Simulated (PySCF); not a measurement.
# OsSe₂⁺: doublet, from a B3LYP minimum start

Aim: relax OsSe₂⁺ as a doublet from a B3LYP minimum start, check by its vibrations whether the end is a minimum, and collect its spectrum and constants.

The runs use PySCF 2.14.0; B3LYP, basis Os def2-SVP with ECP60, Se def2-SVP, scalar-relativistic core potentials, no spin–orbit coupling, density fitting.

**1. Where the work starts**

3 atoms, charge 1, spin multiplicity 2.

Bond lengths: Os1–Se2 2.188 Å, Os1–Se3 2.188 Å. Angles: Se2–Os1–Se3 111.2°.

Coordinates in bohr (charge 1 multiplicity 2):
```
Os   -1.0619    0.0000    0.0000
Se    1.2753    3.4116    0.0000
Se    1.2753   -3.4116    0.0000
```

**2. Finding the electronic state**

The steps below are one call of a driver around PySCF. For each, scf.py gives the equivalent set-up of the SCF; relaxations use the driver's own optimiser. After this first run the driver tries any further starts and a stability analysis.

The input, scf.py:

```python
from pyscf import gto, scf, dft
mol = gto.M(atom='''
Os    -0.561920     0.000000     0.000000
Se     0.674870     1.805340     0.000000
Se     0.674870    -1.805340    -0.000000''',
    basis={'Os': 'def2-SVP', 'Se': 'def2-SVP'},
    ecp={'Os': 'def2-SVP'},
    charge=1, spin=1)
mf = dft.UKS(mol, xc='B3LYP')
mf.grids.atom_grid = (50, 194)
aux = {'Os': 'def2-universal-JKFIT', 'Se': 'def2-universal-JKFIT'}
mf = mf.density_fit(auxbasis=aux)
mf.conv_tol = 1e-08
mf.diis_space = 10
mf.max_cycle = 60
mf.init_guess = 'minao'
mf.verbose = 4
mf.kernel()
```

On the command line:

```bash
$ OMP_NUM_THREADS=4 python axn.py task.json out
```

What it wrote:

```text
init E= -4879.63219921055
[... the frontier-level lines of each cycle are left out ...]
cycle= 1 E= -4892.16864506241  delta_E= -12.5  |g|= 1.25  |ddm|=  5.8
cycle= 2 E= -4884.55436984635  delta_E= 7.61  |g|= 2.91  |ddm|= 8.66
cycle= 3 E= -4892.78373723606  delta_E= -8.23  |g|= 0.634  |ddm|= 8.55
cycle= 4 E= -4892.97580271931  delta_E= -0.192  |g|= 0.247  |ddm|= 0.737
cycle= 5 E= -4893.0014181826  delta_E= -0.0256  |g|= 0.091  |ddm|= 0.329
cycle= 6 E= -4893.00454231279  delta_E= -0.00312  |g|= 0.044  |ddm|= 0.081
cycle= 7 E= -4893.00599645991  delta_E= -0.00145  |g|= 0.00818  |ddm|= 0.0655
cycle= 8 E= -4893.00631675144  delta_E= -0.00032  |g|= 0.00481  |ddm|= 0.0546
cycle= 9 E= -4893.0065429065  delta_E= -0.000226  |g|= 0.00774  |ddm|= 0.0591
cycle= 10 E= -4893.00680282022  delta_E= -0.00026  |g|= 0.0048  |ddm|= 0.0905
cycle= 11 E= -4893.00689167977  delta_E= -8.89e-05  |g|= 0.00113  |ddm|= 0.0623
cycle= 12 E= -4893.00690127772  delta_E= -9.6e-06  |g|= 0.000634  |ddm|= 0.0138
cycle= 13 E= -4893.00690691413  delta_E= -5.64e-06  |g|= 0.000305  |ddm|= 0.0128
cycle= 14 E= -4893.00690892439  delta_E= -2.01e-06  |g|= 0.000128  |ddm|= 0.0105
cycle= 15 E= -4893.00690901798  delta_E= -9.36e-08  |g|= 0.000243  |ddm|= 0.00222
cycle= 16 E= -4893.00690906824  delta_E= -5.03e-08  |g|= 7.03e-05  |ddm|= 0.000563
cycle= 17 E= -4893.00690909039  delta_E= -2.21e-08  |g|= 1.87e-05  |ddm|= 0.000634
cycle= 18 E= -4893.00690909443  delta_E= -4.04e-09  |g|= 1.42e-05  |ddm|= 0.000453
Extra cycle  E= -4893.00690909204  delta_E= 2.39e-09  |g|= 7.41e-05  |ddm|= 8.98e-05
converged SCF energy = -4893.00690909204  <S^2> = 0.93991357  2S+1 = 2.1816632
```

This step, with its further starts and checks, needed 22 s of wall time on 4 threads of Arm Neoverse V1, shared host.

The starts that the driver tried:

```tsv
start	energy (Eh)
the minimal-basis guess	-4893.006909
a thermally smeared density	-4893.006909
a smeared PBE density	-4893.006909
```

The test of internal stability and the other starts found no lower solution of this spin.

**3. B3LYP minimum start, doublet: relaxation**

The program finds C2v symmetry in the start, which this walk keeps. Threshold on the gradient: 0.0003 Eh/bohr, with a further test on the energy change.

Edit scf.py of step 2 so:

```diff
@@ -3,3 +3,3 @@
-Os    -0.561920     0.000000     0.000000
-Se     0.674870     1.805340     0.000000
-Se     0.674870    -1.805340    -0.000000''',
+Os    -0.561919     0.000000     0.000000
+Se     0.674871     1.805340     0.000000
+Se     0.674871    -1.805340     0.000000''',
@@ -16 +15,0 @@
-mf.init_guess = 'minao'
```

The optimiser's trace:

```tsv
step	energy (Eh)	change (kJ/mol)	largest symmetric gradient (Eh/bohr)
0	-4893.006909	0.00	0.00013
```

The walk took 3.7 s.

Positions (Å) and forces (eV/Å) along the way:

```
step 0
Os  -0.562   0.000   0.000  -0.007   0.000   0.000
Se   0.675   1.805   0.000   0.003   0.007   0.000
Se   0.675  -1.805   0.000   0.003  -0.007   0.000
```

It settles in C2v symmetry, 0.0 kJ/mol below the start, after 0 steps: Os–Se 2.188 Å (×2); Se–Os–Se 111.2°.

**4. Is it a minimum? Harmonic modes**

On the finer grid the gradient is checked again; gradients at displacements of ±0.02 bohr then give force constants and infrared intensities.

Edit scf.py of step 3 so:

```diff
@@ -3,3 +3,3 @@
-Os    -0.561919     0.000000     0.000000
-Se     0.674871     1.805340     0.000000
-Se     0.674871    -1.805340     0.000000''',
+Os    -0.561978     0.000000     0.000000
+Se     0.674901     1.805512     0.000000
+Se     0.674901    -1.805512     0.000000''',
@@ -10 +10 @@
-mf.grids.atom_grid = (50, 194)
+mf.grids.atom_grid = (75, 302)
@@ -13 +13 @@
-mf.conv_tol = 1e-08
+mf.conv_tol = 1e-10
```

This SCF starts from the last density.

SCF at the final geometry:

```text
init E= -4893.00689101324
[... the frontier-level lines of each cycle are left out ...]
cycle= 1 E= -4893.00689100021  delta_E= 1.3e-08  |g|= 0.000138  |ddm|= 0.000215
cycle= 2 E= -4893.00689071654  delta_E= 2.84e-07  |g|= 0.000647  |ddm|= 0.000991
cycle= 3 E= -4893.00689101328  delta_E= -2.97e-07  |g|= 3.55e-05  |ddm|= 0.000809
cycle= 4 E= -4893.00689101393  delta_E= -6.44e-10  |g|= 1.22e-06  |ddm|= 2.93e-05
cycle= 5 E= -4893.00689101395  delta_E= -2.91e-11  |g|= 4.52e-07  |ddm|= 4.14e-05
Extra cycle  E= -4893.00689101396  delta_E= -1.82e-12  |g|= 8.8e-07  |ddm|= 1.83e-06
converged SCF energy = -4893.00689101396  <S^2> = 0.94019322  2S+1 = 2.1819195
```

The whole step took 56 s.

Geometry: C2v; Os–Se 2.189 Å (×2); Se–Os–Se 111.2°.

Harmonic modes (main isotopes):

| symmetry | ω (cm⁻¹) | IR (km/mol) | type |
| --- | --- | --- | --- |
| a1 | 125 | 0.5 | bend |
| a1 | 358 | 0.0 | stretch |
| b2 | 366 | 11.1 | stretch |

No imaginary mode, so this is a minimum.

Constants and moments:

| Item | Value |
| --- | --- |
| Dipole moment about the centre of mass | 0.55 D |
| Highest occupied level | -12.24 eV |
| Lowest empty level | -10.31 eV |
| Rotational constants | 0.1263, 0.03235, 0.02576 cm⁻¹ |
| Zero-point energy | 5.1 kJ/mol |
| Principal polarisabilities | 51.5, 56.7, 128.3 bohr³ |
| Principal traceless quadrupole moments about the centre of mass | -12.58, 0.28, 12.30 D Å |
| Entropy at 298.15 K and 1 bar (electronic part: spin only) | 325.8 J/(mol K) |
| Heat capacity Cp at 298.15 K | 54.3 J/(mol K) |
| Enthalpy at 298.15 K above 0 K | 13.55 kJ/mol |
| Rotational symmetry number | 2 |
| Spin squared ⟨S²⟩ | 0.940 |

Populations by atom (charges in e):

| atom | Mulliken | Löwdin | polar tensor | spin (Mulliken) | Mayer order to Os1 |
| --- | --- | --- | --- | --- | --- |
| Os1 | 0.46 | -0.20 | 0.84 | 0.85 | – |
| Se2,3 | 0.27 | 0.60 | 0.08 | 0.08 | 2.28 |

Outer orbital energies (eV). α occupied: -16.23, -16.01, -15.16, -14.88, -14.87, -12.85, -12.74, -12.24; empty: -10.31, -9.84, -8.81, -6.74. β occupied: -24.47, -15.98, -15.83, -15.25, -14.60, -13.76, -12.85, -12.40; empty: -10.14, -9.71, -9.48, -8.70.

Mulliken populations on Os1 (outside its core potential): s 2.74, p 6.19, d 6.58, f 0.03.

**5. Outcome**

| quantity | value |
| --- | --- |
| minimum | doublet, C2v |
| geometry | Os–Se 2.189 Å (×2); Se–Os–Se 111.2° |
| wavenumbers (cm⁻¹) | 125 (a1), 358 (a1), 366 (b2) |
| dipole moment (centre of mass) | 0.55 D |
| highest occupied, lowest empty level (either spin) | -12.24, -10.31 eV |
| polar-tensor charge of Os1 | +0.84 e |
| zero-point energy | 5.1 kJ/mol |
| entropy at 298.15 K | 325.8 J/(mol K) |
| ⟨S²⟩ | 0.940 |

**Reading.** The B3LYP minimum start keeps its C2v symmetry and ends in a minimum. In the infrared the band at 366 cm⁻¹ (b2, stretch) leads. Most of the spin sits on Os1 (Mulliken spin 0.85, against 1 for the whole molecule). Other starts or spin states, not run here, may lie lower. One determinant may miss the lowest occupation of an open d or f shell. Spin–orbit coupling, left out here, can matter for elements this heavy.

The search up to here took 81 s.
